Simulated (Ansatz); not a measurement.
**C₂H₄Se: up Jacob's ladder to CCSD(T)**

One table from this session's results is given with a row withheld; the runs are named, their logs left out.

The runs use Ansatz 0.2.0, Gaussian basis; functionals in def2-TZVPP, the program's frozen cores in correlated methods.

Levels to be run: LDA (SPW92), PBE-D4, revPBE-D4, BLYP-D4, r2SCAN-D4, B97M-V, PBE0-D4, B3LYP-D4, r2SCANh-D4, r2SCAN0-D4, HSE06-D4, BHLYP-D4, CAM-B3LYP-D4, LC-ωPBE, ωB97X-V, ωB97M-V, B2PLYP, PBE-QIDH; CCSD(T)/def2-SVP; CCSD(T)/def2-TZVPP; MP2/def2-QZVPP; extrapolation to the limit; RPA on PBE.

### The relaxed structure

All runs share one geometry, relaxed beforehand with PBE0-D4 in a triple-zeta def2 set.

SMILES `CC=[Se]`, 7 atoms, charge 0, spin multiplicity 1.

Atoms are counted from 1 here; the program's logs count them from 0.

Bond lengths: C1–C2 1.478 Å, C1–H4 1.097 Å, C1–H5 1.097 Å, C1–H6 1.089 Å, C2–Se3 1.752 Å, C2–H7 1.090 Å. Angles: C2–C1–H4 109.8°, C2–C1–H5 109.8°, C2–C1–H6 112.1°, H4–C1–H5 105.8°, H4–C1–H6 109.6°, H5–C1–H6 109.6°, C1–C2–Se3 126.4°, C1–C2–H7 115.4°, Se3–C2–H7 118.2°.

Coordinates:

```xyz
7

C    -0.4645    0.4852    0.0328
C     0.5312   -0.5917   -0.1532
Se    1.5917   -1.2491    1.0763
H    -1.4614    0.1210   -0.2442
H    -0.2475    1.3137   -0.6527
H    -0.4825    0.8545    1.0570
H     0.5944   -1.0016   -1.1617
```

Set-up of the first run:

in.yaml reads:

```yaml
crystal:
  periodic: [false, false, false]
  atoms:
    - {symbol: C, position_ang: [-0.464458, 0.485238, 0.032788]}
    - {symbol: C, position_ang: [0.531173, -0.591686, -0.153188]}
    - {symbol: Se, position_ang: [1.591667, -1.249124, 1.076315]}
    - {symbol: H, position_ang: [-1.461405, 0.120972, -0.244159]}
    - {symbol: H, position_ang: [-0.247546, 1.313690, -0.652715]}
    - {symbol: H, position_ang: [-0.482512, 0.854470, 1.056980]}
    - {symbol: H, position_ang: [0.594383, -1.001560, -1.161720]}
basis:
  gaussian: {orbitals: def2-TZVPP}
hamiltonian: {xc: lda}
output: {orbitals: {seedname: orbitals}}
```

On the command line:

```bash
$ ansatz run in.yaml --threads 2 --pin off --events-out ev --progress --plain --max-ram 4352MiB
```

Among the steps run: LDA; PBE-D4 (GGA); revPBE-D4 (GGA); BLYP-D4 (GGA); r2SCAN-D4 (meta-GGA); B97M-V (meta-GGA); PBE0-D4 (hybrid); B3LYP-D4 (hybrid); r2SCANh-D4 (hybrid); r2SCAN0-D4 (hybrid); HSE06-D4 (hybrid); BHLYP-D4 (hybrid); CAM-B3LYP-D4 (range-separated); LC-ωPBE (range-separated); ωB97X-V (range-separated); ωB97M-V (range-separated); B2PLYP (double hybrid); PBE-QIDH (double hybrid).

One table of the session follows, with a row left open; its other results are not shown here.

It belongs to the step «Frontier levels by functional». 

```
  functional  HOMO (eV)  LUMO (eV)  gap (eV)
 LDA (SPW92)      -5.18      -3.43      1.75
      PBE-D4      -5.05      -3.24      1.81
   revPBE-D4      -5.00      -3.17      1.83
     BLYP-D4      -4.89      -3.09      1.80
   r2SCAN-D4      -5.26      -3.15      2.11
      B97M-V          ?          ?         ?
     PBE0-D4      -6.20      -2.36      3.84
    B3LYP-D4      -5.97      -2.55      3.41
  r2SCANh-D4      -5.69      -2.82      2.88
  r2SCAN0-D4      -6.34      -2.32      4.02
    HSE06-D4      -5.80      -2.74      3.06
    BHLYP-D4      -7.19      -1.33      5.86
CAM-B3LYP-D4      -7.50      -1.24      6.26
     LC-ωPBE      -8.87      -0.18      8.69
     ωB97X-V      -8.51      -0.21      8.31
     ωB97M-V      -8.38      -0.26      8.12
```

Estimate the missing values for B97M-V.

As computed: HOMO (eV): -5.37; LUMO (eV): -3.02; gap (eV): 2.35. In the column «HOMO (eV)» it lies between r2SCANh-D4 (-5.69) and r2SCAN-D4 (-5.26).
